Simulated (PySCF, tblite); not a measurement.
# GaH5O2Si, a small molecule taken as a stand-in for a surface group (gallium hydroxide): NMR shifts, core binding energies and electronic excitations

What NMR shifts, core binding energies and electronic excitations should one expect for `[OH][Ga]([OH])[SiH3]`?

Computed with tblite 0.8.0 and PySCF 2.14.0; each step states its level. No surroundings beyond the atoms listed, unless a continuum is named. Atoms count from 0, parts from 1.

### 1 Starting point

9 atoms, charge 0, multiplicity 1; geometry: distance geometry start.

### 2 Geometry optimisation with GFN2-xTB

What the job is given:

```
{"job": {"kind": "relax", "xc": "GFN2-xTB", "basis": "xTB"}, "charge": 0, "multiplicity": 1}
O     -2.899146     0.773164    -1.292065
Ga    -1.315605    -0.202898    -1.075020
O     -1.091230    -1.653170    -2.228630
Si    -0.548181    -0.451752     1.100854
H     -3.192605     1.520286    -0.734667
H     -1.444565    -1.733513    -3.118210
H      0.580574    -1.322949     1.118322
H     -0.189487     0.806728     1.629565
H     -1.605534    -1.037413     1.902178
```

Method: GFN2-xTB geometry optimisation, gas phase.

Command:

```console
OMP_NUM_THREADS=1 python cluster_run.py task.json out
```

The driver reads the jobs from task.json and runs them one after another.

The log of the run:

```text
step      E/eV     max force
  0    -372.43110    1.838
  1    -372.54296    1.322
  2    -372.65531    0.458
  3    -372.66769    0.490
  4    -372.68171    0.520
  5    -372.69846    0.428
  6    -372.71313    0.479
  7    -372.72293    0.385
  8    -372.72887    0.188
  9    -372.73295    0.278
 10    -372.73800    0.322
 11    -372.74389    0.261
 12    -372.74801    0.182
 13    -372.75080    0.160
 14    -372.75370    0.199
 15    -372.75742    0.245
 16    -372.76191    0.234
 17    -372.76590    0.164
 18    -372.76801    0.107
 19    -372.76911    0.110
 20    -372.77069    0.167
 21    -372.77323    0.271
 22    -372.77712    0.330
 23    -372.78130    0.261
 24    -372.78363    0.117
 25    -372.78443    0.072
 26    -372.78481    0.063
 27    -372.78523    0.072
 28    -372.78592    0.110
 29    -372.78679    0.112
 30    -372.78749    0.065
 31    -372.78779    0.035
 32    -372.78790    0.045
 33    -372.78800    0.036
 34    -372.78813    0.038
 35    -372.78833    0.048
 36    -372.78855    0.053
 37    -372.78883    0.044
 38    -372.78899    0.023
 39    -372.78904    0.014
 40    -372.78906    0.013
 41    -372.78909    0.013
 42    -372.78915    0.016
 43    -372.78925    0.019
 44    -372.78938    0.018
 45    -372.78946    0.013
 46    -372.78950    0.012
 47    -372.78951    0.012
 48    -372.78954    0.012
 49    -372.78960    0.021
 50    -372.78968    0.030
 51    -372.78978    0.025
 52    -372.78982    0.011
 53    -372.78983    0.010
 54    -372.78984    0.011
 55    -372.78985    0.013
 56    -372.78988    0.021
 57    -372.78992    0.026
 58    -372.78996    0.022
 59    -372.78999    0.012
 60    -372.78999    0.006
```

It took 0.36 s on 1 thread of Intel Xeon 6975P-C, shared host.

Step by step:

| step | energy from step 0 (eV) | largest force (eV/Å) |
| --- | --- | --- |
| 0 | 0.0000 | 1.8371 |
| 2 | -0.2242 | 0.4577 |
| 4 | -0.2506 | 0.5207 |
| 6 | -0.2820 | 0.4787 |
| 8 | -0.2978 | 0.1886 |
| 10 | -0.3069 | 0.3212 |
| 12 | -0.3169 | 0.1825 |
| 14 | -0.3226 | 0.1990 |
| 16 | -0.3308 | 0.2337 |
| 18 | -0.3369 | 0.1066 |
| 20 | -0.3396 | 0.1675 |
| 22 | -0.3460 | 0.3292 |
| 24 | -0.3525 | 0.1166 |
| 26 | -0.3537 | 0.0633 |
| 28 | -0.3548 | 0.1104 |
| 30 | -0.3564 | 0.0655 |
| 32 | -0.3568 | 0.0453 |
| 34 | -0.3570 | 0.0375 |
| 36 | -0.3574 | 0.0527 |
| 38 | -0.3579 | 0.0230 |
| 40 | -0.3580 | 0.0128 |
| 42 | -0.3580 | 0.0159 |
| 44 | -0.3583 | 0.0173 |
| 46 | -0.3584 | 0.0121 |
| 48 | -0.3584 | 0.0115 |
| 50 | -0.3586 | 0.0299 |
| 52 | -0.3587 | 0.0112 |
| 54 | -0.3587 | 0.0107 |
| 56 | -0.3588 | 0.0206 |
| 58 | -0.3589 | 0.0219 |
| 60 | -0.3589 | 0.0054 |

Distances of close pairs at the start and the end, largest changes first:

| bond | before (Å) | after (Å) | change (Å) |
| --- | --- | --- | --- |
| Ga1–O2 | 1.867 | 1.747 | -0.120 |
| O0–Ga1 | 1.873 | 1.755 | -0.118 |
| Si3–H7 | 1.411 | 1.473 | +0.061 |
| Ga1–Si3 | 2.321 | 2.380 | +0.059 |
| Si3–H6 | 1.426 | 1.465 | +0.039 |
| O0–H4 | 0.977 | 0.951 | -0.026 |
| Si3–H8 | 1.450 | 1.471 | +0.021 |
| O2–H5 | 0.961 | 0.955 | -0.006 |

### 3 Relaxing the molecule at PBE0-D3(BJ)/def2-SVP

What the job is given:

```
{"job": {"xc": "PBE0", "basis": "def2-SVP", "d3": "d3bj", "grid": 2, "kind": "geom", "shake": 0.01}, "charge": 0, "multiplicity": 1}
O     -1.507151     1.159847    -1.146338
Ga    -0.306290     0.038137    -0.634971
O      0.146036    -1.099990    -1.879379
Si     0.813848    -0.169983     1.472842
H     -2.053826     1.912704    -0.856781
H     -0.101506    -1.238484    -2.779015
H      1.968770    -1.036790     1.361775
H      1.224094     1.153955     1.962733
H     -0.139728    -0.742543     2.490583
```

The log of the run:

```text
step   0  E = -2366.85725393  max force = 0.033309
step   1  E = -2366.86743580  max force = 0.009595
step   2  E = -2366.86859603  max force = 0.004719
step   3  E = -2366.86916126  max force = 0.003797
step   4  E = -2366.86922822  max force = 0.001676
step   5  E = -2366.86924348  max force = 0.000425
step   6  E = -2366.86924579  max force = 0.000351
optimisation converged
```

Run time: 28 s. Hardware: 1 thread of Intel Xeon 6975P-C, shared host; peak memory 0.52 GiB.

Relaxation path:

| step | energy from step 0 (eV) | largest force component (eV/Å) |
| --- | --- | --- |
| 0 | 0.0000 | 1.7128 |
| 1 | -0.2771 | 0.4934 |
| 2 | -0.3086 | 0.2427 |
| 3 | -0.3240 | 0.1952 |
| 4 | -0.3258 | 0.0862 |
| 5 | -0.3263 | 0.0219 |
| 6 | -0.3263 | 0.0180 |

Close pairs (by a distance rule), those that changed most:

| bond | before (Å) | after (Å) | change (Å) |
| --- | --- | --- | --- |
| O0–Ga1 | 1.721 | 1.790 | +0.070 |
| Si3–H6 | 1.448 | 1.492 | +0.044 |
| Ga1–O2 | 1.746 | 1.783 | +0.037 |
| Si3–H7 | 1.470 | 1.496 | +0.026 |
| O2–H5 | 0.943 | 0.964 | +0.021 |
| O0–H4 | 0.974 | 0.962 | -0.013 |
| Si3–H8 | 1.508 | 1.496 | -0.012 |
| Ga1–Si3 | 2.396 | 2.390 | -0.006 |

The end geometry stands in the next job.

| at the end point | value |
| --- | --- |
| point group (found at 0.08 Å tolerance) | C1 |
| rotational constants (GHz, main isotopes) | 6.159, 2.372, 1.748 |
| dipole moment (D) | 1.86 |

### 4 NMR shieldings: PBE0/pcSseg-2

What the job is given:

```
{"job": {"kind": "nmr", "xc": "PBE0", "basis": "pcSseg-2"}, "charge": 0, "multiplicity": 1}
O     -1.497355     1.112162    -1.284922
Ga    -0.255013    -0.026401    -0.679823
O      0.207891    -1.191729    -1.946828
Si     0.759423    -0.141609     1.481091
H     -1.807156     1.772839    -0.658400
H     -0.273198    -1.057169    -2.771231
H      1.974771    -1.006221     1.437392
H      1.145870     1.225940     1.947385
H     -0.210984    -0.710991     2.466801
```

With the program's defaults for keys left out, this is: GIAO PBE0/pcSseg-2 NMR shielding, non-relativistic, gas phase.

The log of the run:

```text
coarse grid: 36552 points
cycle   1  E = -2367.1608876686  dE = -3.542e-01  |g| = 1.553e+00  |ddm| = 2.199e+00
cycle   2  E = -2366.1721185014  dE =  9.888e-01  |g| = 2.803e+00  |ddm| = 1.759e+00
cycle   3  E = -2367.4344226943  dE = -1.262e+00  |g| = 2.994e-01  |ddm| = 1.411e+00
cycle   4  E = -2367.4499484413  dE = -1.553e-02  |g| = 1.603e-01  |ddm| = 2.039e-01
cycle   5  E = -2367.4522204371  dE = -2.272e-03  |g| = 2.278e-02  |ddm| = 5.314e-02
cycle   6  E = -2367.4522878928  dE = -6.746e-05  |g| = 6.565e-03  |ddm| = 1.703e-02
cycle   7  E = -2367.4522936876  dE = -5.795e-06  |g| = 3.742e-03  |ddm| = 4.689e-03
cycle   8  E = -2367.4522961305  dE = -2.443e-06  |g| = 7.031e-04  |ddm| = 1.984e-03
final grid: 74496 points
cycle   9  E = -2367.4523120733  dE =  5.433e-08  |g| = 1.120e-03  |ddm| = 1.845e-03
cycle  10  E = -2367.4523114954  dE =  5.779e-07  |g| = 2.108e-03  |ddm| = 1.507e-03
cycle  11  E = -2367.4523123073  dE = -8.119e-07  |g| = 9.697e-05  |ddm| = 9.378e-04
cycle  12  E = -2367.4523123094  dE = -2.026e-09  |g| = 9.885e-06  |ddm| = 8.879e-05
cycle  13  E = -2367.4523123094  dE = -7.276e-12  |g| = 8.054e-06  |ddm| = 8.582e-06
converged SCF energy = -2367.4523123094

GIAO shielding tensors (ppm)
atom      isotropic    diamagn.    paramagn.     s11        s22        s33       span
  0 O      224.994     384.227    -159.233     88.106    280.413    306.461    218.355
  1 Ga    1392.931    2642.269   -1249.337   1232.365   1388.048   1558.381    326.016
  2 O      245.201     383.226    -138.025    132.332    287.928    315.343    183.011
  3 Si     468.769     878.717    -409.948    456.951    466.041    483.314     26.363
  4 H       28.589      32.595      -4.005     21.945     23.559     40.264     18.319
  5 H       28.969      31.124      -2.154     21.507     23.377     42.024     20.517
  6 H       27.712      27.709       0.002     24.079     25.657     33.399      9.320
  7 H       27.838      28.016      -0.179     24.462     25.700     33.352      8.890
  8 H       27.714      27.785      -0.072     24.457     25.504     33.179      8.722
```

It took 28 s on 1 thread of Intel Xeon 6975P-C, shared host; peak memory 1.1 GiB.

Shifts follow as δ = σ(reference) − σ, with reference shieldings (ppm) from runs at the same level and on the same kind of geometry: ¹H TMS 31.25, ²⁹Si TMS 341.3, ¹⁷O H2O 328.2, ⁷¹Ga GaH4- 1718. The references are single molecules in the gas phase, so shifts against H2O, NH3, PH3, H3PO4 or CFCl3 are not on the usual liquid scales and can be off by tens of ppm. Shifts against hydride references such as AlH4− lie on their own scale.

| atoms | environment | σ (ppm) | δ (ppm) |
| --- | --- | --- | --- |
| H6 | hydrogen on a silicon bonded to Ga | 27.71 | 3.53 |
| H8 | hydrogen on a silicon bonded to Ga | 27.71 | 3.53 |
| H7 | hydrogen on a silicon bonded to Ga | 27.84 | 3.41 |
| H4 | hydrogen on an oxygen bonded to Ga | 28.59 | 2.66 |
| H5 | hydrogen on an oxygen bonded to Ga | 28.97 | 2.28 |
| O0 | oxygen bonded to Ga, H | 225.0 | 103.2 |
| O2 | oxygen bonded to Ga, H | 245.2 | 83.0 |
| Ga1 | Ga bonded to 2 O, Si | 1393 | 325 |
| Si3 | silicon bonded to Ga, 3 H | 468.8 | -127.5 |

Charges from the same density, by scheme (e):

| atoms | Mulliken | IAO | Hirshfeld | ESP fit |
| --- | --- | --- | --- | --- |
| O0 | -0.57 | -0.78 | -0.39 | -0.73 |
| Ga1 | 0.62 | 0.88 | 0.49 | 0.81 |
| O2 | -0.57 | -0.77 | -0.38 | -0.78 |
| Si3 | 0.42 | 0.20 | 0.19 | -0.02 |

Mayer bond orders: O0–Ga1 0.98, Ga1–O2 1.02, Ga1–Si3 0.94.

The fields below are evaluated on a grid from the run's orbitals.

Frontier orbitals at PBE0/pcSseg-2, with the share of their density that lies nearest to each atom:

| orbital | energy (eV) | lies on |
| --- | --- | --- |
| HOMO | -8.28 | Si3 25 %; Ga1 24 %; O0 23 % |
| LUMO | -1.14 | Ga1 49 %; Si3 11 %; H8 11 % |

ELF in a plane through or near 6 of the atoms.

Values, 10 rows by 14 columns:
```
0.00 0.00 0.00 0.00 0.00 0.00 0.00 0.00 0.00 0.00 0.00 0.00 0.00 0.00
0.00 0.00 0.00 0.00 0.00 0.01 0.00 0.00 0.00 0.00 0.00 0.00 0.00 0.00
0.00 0.00 0.00 0.04 0.29 0.91 0.26 0.00 0.00 0.00 0.00 0.00 0.00 0.00
0.00 0.00 0.12 0.67 0.78 0.86 0.20 0.04 0.05 0.24 0.34 0.06 0.00 0.00
0.00 0.00 0.06 0.49 0.76 0.64 0.16 0.59 0.59 0.27 0.58 0.18 0.01 0.00
0.00 0.00 0.01 0.03 0.11 0.20 0.68 0.45 0.30 0.69 0.22 0.12 0.01 0.00
0.00 0.00 0.37 0.98 0.82 0.61 0.19 0.29 0.44 0.98 1.00 0.78 0.02 0.00
0.00 0.00 0.05 0.30 0.67 0.87 0.26 0.00 0.12 0.96 0.99 0.56 0.00 0.00
0.00 0.00 0.00 0.00 0.07 0.14 0.01 0.00 0.00 0.01 0.01 0.00 0.00 0.00
0.00 0.00 0.00 0.00 0.00 0.00 0.00 0.00 0.00 0.00 0.00 0.00 0.00 0.00
```
The map spans 10.4 Å across and 9.6 Å up, centred on the molecule. Atoms in the plane (x, y in Å): O0 (-1.8, 1.3), Ga1 (-0.7, -0.1), O2 (-1.6, -1.6), Si3 (1.7, -0.1), H4 (-1.4, 2.2), H5 (-2.6, -1.5).

On the surface of density 0.002 e/bohr³ the electrostatic potential runs, from the 1st to the 99th percentile, from -1.61 V near O2 to 2.25 V near Ga1.

### 5 Core-electron binding energies: SCAN, X2C

Same as in step 4 but for these lines:

```diff
@@ -1,2 +1,2 @@
-{"job": {"kind": "nmr", "xc": "PBE0", "basis": "pcSseg-2"}, "charge": 0, "multiplicity": 1}
+{"job": {"kind": "xps", "holes": 5}, "charge": 0, "multiplicity": 1}
 O     -1.497355     1.112162    -1.284922
```

Method: delta-SCF UKS SCAN, pcX-2 on the ionised atom, pcseg-1 elsewhere, spin-free X2C.

The log of the run:

```text
ground state, core basis on atom 0 (O), 129 functions
  cycle   1  E = -2383.05928785  |g| = 1.15e+00
  cycle   2  E = -2381.28803460  |g| = 2.94e+00
  cycle   3  E = -2383.28294837  |g| = 3.10e-01
  cycle   4  E = -2383.28733306  |g| = 3.33e-01
  cycle   5  E = -2383.30807337  |g| = 5.16e-02
  cycle   6  E = -2383.30884450  |g| = 1.20e-02
  cycle   7  E = -2383.30887999  |g| = 2.36e-03
  cycle   8  E = -2383.30887740  |g| = 5.44e-04
  cycle   9  E = -2383.30888028  |g| = 1.37e-04
  E(ground) = -2383.59920415 Eh
hole in O 1s of atom 0
  cycle   1  E = -2362.71497674  |g| = 2.22e+00
  cycle   2  E = -2362.20055026  |g| = 2.23e+00
  cycle   3  E = -2363.45590502  |g| = 5.01e-01
  cycle   4  E = -2363.34116535  |g| = 6.95e-01
  cycle   5  E = -2363.54610816  |g| = 8.67e-02
  cycle   6  E = -2363.54998177  |g| = 2.89e-02
  cycle   7  E = -2363.55062115  |g| = 6.15e-03
  cycle   8  E = -2363.55064428  |g| = 1.55e-03
  cycle   9  E = -2363.55064589  |g| = 6.40e-04
  cycle  10  E = -2363.55064577  |g| = 1.97e-04
  E(ion) = -2363.84224292 Eh   <S^2> = 0.7630   hole on atom = 1.000   binding energy = 537.614 eV
ground state, core basis on atom 2 (O), 129 functions
  cycle   1  E = -2383.30687462  |g| = 1.28e-01
  cycle   2  E = -2383.29963560  |g| = 2.12e-01
  cycle   3  E = -2383.30797703  |g| = 4.92e-02
  cycle   4  E = -2383.30842652  |g| = 1.28e-02
  cycle   5  E = -2383.30845313  |g| = 3.91e-03
  cycle   6  E = -2383.30845662  |g| = 4.26e-04
  E(ground) = -2383.59948113 Eh
hole in O 1s of atom 2
  cycle   1  E = -2362.72074568  |g| = 2.22e+00
  cycle   2  E = -2362.28419239  |g| = 2.19e+00
  cycle   3  E = -2363.49230199  |g| = 4.25e-01
  cycle   4  E = -2363.46000071  |g| = 4.67e-01
  cycle   5  E = -2363.54934923  |g| = 8.27e-02
  cycle   6  E = -2363.55248325  |g| = 2.07e-02
  cycle   7  E = -2363.55280783  |g| = 4.31e-03
  cycle   8  E = -2363.55281871  |g| = 1.39e-03
  cycle   9  E = -2363.55282065  |g| = 5.04e-04
  cycle  10  E = -2363.55282217  |g| = 1.61e-04
  E(ion) = -2363.84502382 Eh   <S^2> = 0.7629   hole on atom = 1.000   binding energy = 537.546 eV
ground state, core basis on atom 3 (Si), 140 functions
  cycle   1  E = -2383.36745576  |g| = 2.95e-01
  cycle   2  E = -2383.36369570  |g| = 1.58e-01
  cycle   3  E = -2383.35801858  |g| = 2.27e-01
  cycle   4  E = -2383.36849978  |g| = 1.69e-02
  cycle   5  E = -2383.36852992  |g| = 1.02e-02
  cycle   6  E = -2383.36855183  |g| = 6.28e-04
  cycle   7  E = -2383.36855185  |g| = 2.66e-04
  E(ground) = -2383.62044498 Eh
hole in Si 2p of atom 3
  cycle   1  E = -2379.08758448  |g| = 1.23e+00
  cycle   2  E = -2378.80919331  |g| = 1.21e+00
  cycle   3  E = -2379.25128852  |g| = 6.06e-01
  cycle   4  E = -2379.41117870  |g| = 1.46e-01
  cycle   5  E = -2379.41777040  |g| = 5.32e-02
  cycle   6  E = -2379.41895545  |g| = 3.59e-02
  cycle   7  E = -2379.41949253  |g| = 7.36e-03
  cycle   8  E = -2379.41951530  |g| = 1.82e-03
  cycle   9  E = -2379.41951906  |g| = 3.16e-04
  E(ion) = -2379.68256382 Eh   <S^2> = 0.7528   hole on atom = 1.002   binding energy = 107.155 eV
  2p3/2 = 106.942 eV   2p1/2 = 107.565 eV
```

Run time: 9.5 s. Hardware: 1 thread of Intel Xeon 6975P-C, shared host; peak memory 0.53 GiB.

Binding energies by hole, beside the orbital energy of the ground state; the difference holds orbital relaxation and, for a density functional, its self-interaction error:

| hole | stands for | environment | ΔSCF (eV; 2p as the shell's mean) | −ε (eV) | ⟨S²⟩ |
| --- | --- | --- | --- | --- | --- |
| O1s on O0 | O0 | oxygen bonded to Ga, H | 537.61 | 516.4 | 0.763 |
| O1s on O2 | O2 | oxygen bonded to Ga, H | 537.55 | 516.2 | 0.763 |
| Si2p on Si3 | Si3 | silicon bonded to Ga, 3 H | 107.15 | 96.6 | 0.753 |

With the spin-orbit splitting: Si3 2p3/2 106.94, 2p1/2 107.57 eV. The table gives each 2p level as the mean over the whole 2p shell (two parts 2p3/2, one part 2p1/2), which differs a little from the single hole in the log.

### 6 Ultraviolet spectrum: CAM-B3LYP/def2-SVPD

Same as in step 5 but for these lines:

```diff
@@ -1,2 +1,2 @@
-{"job": {"kind": "xps", "holes": 5}, "charge": 0, "multiplicity": 1}
+{"job": {"kind": "uv", "xc": "CAM-B3LYP", "basis": "def2-SVPD", "nstates": 6, "ntriplets": 2, "ip": true}, "charge": 0, "multiplicity": 1}
 O     -1.497355     1.112162    -1.284922
```

Level: TDDFT CAM-B3LYP/def2-SVPD, vertical, gas phase, core orbitals frozen in the response.

The log of the run:

```text
coarse grid: 36552 points
cycle   1  E = -2367.2622906391  dE = -3.848e-01  |g| = 1.120e+00  |ddm| = 3.275e+00
cycle   2  E = -2366.8933016028  dE =  3.690e-01  |g| = 1.801e+00  |ddm| = 3.108e+00
cycle   3  E = -2367.4992822903  dE = -6.060e-01  |g| = 7.962e-02  |ddm| = 1.934e+00
cycle   4  E = -2367.5003053078  dE = -1.023e-03  |g| = 5.154e-02  |ddm| = 1.476e-01
cycle   5  E = -2367.5006178482  dE = -3.125e-04  |g| = 9.259e-03  |ddm| = 4.105e-02
cycle   6  E = -2367.5006335699  dE = -1.572e-05  |g| = 4.040e-03  |ddm| = 1.725e-02
cycle   7  E = -2367.5006366388  dE = -3.069e-06  |g| = 1.594e-03  |ddm| = 5.403e-03
final grid: 74496 points
cycle   8  E = -2367.5006996705  dE =  3.657e-07  |g| = 2.312e-03  |ddm| = 4.149e-03
cycle   9  E = -2367.5006983907  dE =  1.280e-06  |g| = 3.522e-03  |ddm| = 5.026e-03
cycle  10  E = -2367.5007006205  dE = -2.230e-06  |g| = 1.577e-04  |ddm| = 3.031e-03
cycle  11  E = -2367.5007006237  dE = -3.201e-09  |g| = 1.974e-05  |ddm| = 1.239e-04
cycle  12  E = -2367.5007006240  dE = -2.333e-10  |g| = 8.318e-06  |ddm| = 8.176e-05
converged SCF energy = -2367.5007006240

Static polarisability (au): isotropic 67.016, principal 54.572 65.098 81.379

Singlet excitations
state   eV       nm        f      main configurations
  1   6.0749    204.1   0.02897   H->L 0.97
  2   6.7352    184.1   0.17269   H->L+1 0.53, H-1->L 0.28, H->L+2 0.09
  3   6.8342    181.4   0.00697   H-1->L+1 0.72, H-1->L 0.09
  4   6.8513    181.0   0.08877   H-1->L 0.46, H->L+1 0.30, H-1->L+1 0.10
  5   7.1770    172.8   0.00081   H-3->L 0.95
  6   7.2943    170.0   0.11029   H->L+2 0.80

Triplet excitations (Tamm-Dancoff, eV): 5.2260 5.9415
Vertical ionisation energy (delta-SCF) = 10.5588 eV
Vertical electron affinity (delta-SCF) = -0.5510 eV
```

Wall time 52 s (1 thread of Intel Xeon 6975P-C, shared host); peak memory 0.77 GiB.

Frontier orbitals and where they lie:

| orbital | eV | atoms |
| --- | --- | --- |
| HOMO−3 | -10.95 | O2 66 %, O0 16 %, Ga1 10 % |
| HOMO−2 | -10.89 | O0 50 %, O2 29 %, Ga1 9 % |
| HOMO−1 | -10.20 | O2 55 %, O0 33 %, Ga1 6 % |
| HOMO | -9.66 | Si3 32 %, Ga1 24 %, O0 22 % |
| LUMO | -0.18 | Ga1 45 %, Si3 25 %, O2 10 % |
| LUMO+1 | -0.03 | Ga1 51 %, Si3 16 %, O0 11 % |
| LUMO+2 | 0.77 | Si3 29 %, Ga1 28 %, O0 11 % |

With each of the 6 states as a Gaussian band of 0.4 eV half-width at 1/e, the curve within the window shown has maxima at 181 nm (ε 12,000) L/(mol cm). Beyond the last state computed it falls off for lack of states. The curve at chosen wavelengths:

```csv
nm,ε (L/mol/cm)
163,2747
166,4459
168,5632
171,7343
173,8468
176,10094
178,10994
181,11677
183,11508
186,10293
188,9014
191,6847
193,5486
196,3830
198,3027
201,2207
203,1845
206,1455
208,1248
211,973
213,805
216,580
218,451
221,295
223,216
226,129
```

Further results of this job:

| property | computed |
| --- | --- |
| dipole moment (D) | 2.18 |
| polarisability (Å³) | 9.93 |
| HOMO–LUMO gap (eV) | 9.48 |
| −ε(HOMO) (eV) | 9.66 |

### 7 What came out

| quantity | value |
| --- | --- |
| point group | C1 |
| rotational constants (main isotopes) | 6.16, 2.37, 1.75 GHz |
| ¹H shifts against TMS (PBE0/pcSseg-2) | 3.53, 3.53, 3.41, 2.66, 2.28 ppm |
| ¹⁷O shifts against H2O (PBE0/pcSseg-2) | 103.2, 83.0 ppm |
| ⁷¹Ga shifts against GaH4- (PBE0/pcSseg-2) | 325 ppm |
| ²⁹Si shifts against TMS (PBE0/pcSseg-2) | -127.5 ppm |
| surface potential, 1st and 99th percentile | -1.61 V and 2.25 V |
| O1s binding energies, SCAN/pcX-2 | O0 537.61, O2 537.55 eV |
| Si2p binding energies, SCAN/pcX-2 | Si3 107.15 eV |
| lowest singlet (CAM-B3LYP/def2-SVPD) | 6.07 eV (204 nm), f = 0.029 |
| brightest single state of those computed | state 2, 6.74 eV, f = 0.173 |
| lowest triplet | 5.23 eV |
| vertical ionisation energy (ΔSCF) | 10.56 eV |
| vertical electron affinity (ΔSCF) | -0.55 eV (unbound: the value hangs on the basis) |

What this shows: Over 6 steps the energy fell by 0.326 eV; of the close pairs, O0–Ga1 changed most, 1.721 to 1.790 Å (PBE0/def2-SVP). No frequency check was run at this level, so the end point may be a saddle. At PBE0/pcSseg-2: Shielding is most anisotropic at Ga1 (span 326 ppm, paramagnetic term -1249 ppm). By nearest atom (PBE0/pcSseg-2), the HOMO sits on Si3 25 %; Ga1 24 % and the LUMO on Ga1 49 %; Si3 11 %. The O1s levels computed lie within 0.07 eV of one another, too close to rank. The lowest singlet, at 6.07 eV, is HOMO→LUMO 0.97 and is weak; of the 6 states computed, the strongest absorption comes from state 2 at 6.74 eV (the last state computed is bright too, and its partners may lie past the list). The lowest triplet lies 0.85 eV below the lowest singlet (triplets in Tamm-Dancoff, singlets in full TDDFT). ΔSCF puts the ionisation energy at 10.56 eV, 0.89 eV above −ε(HOMO). Spin-orbit coupling is left out, which matters for shieldings and couplings at and beside the heavy atoms.
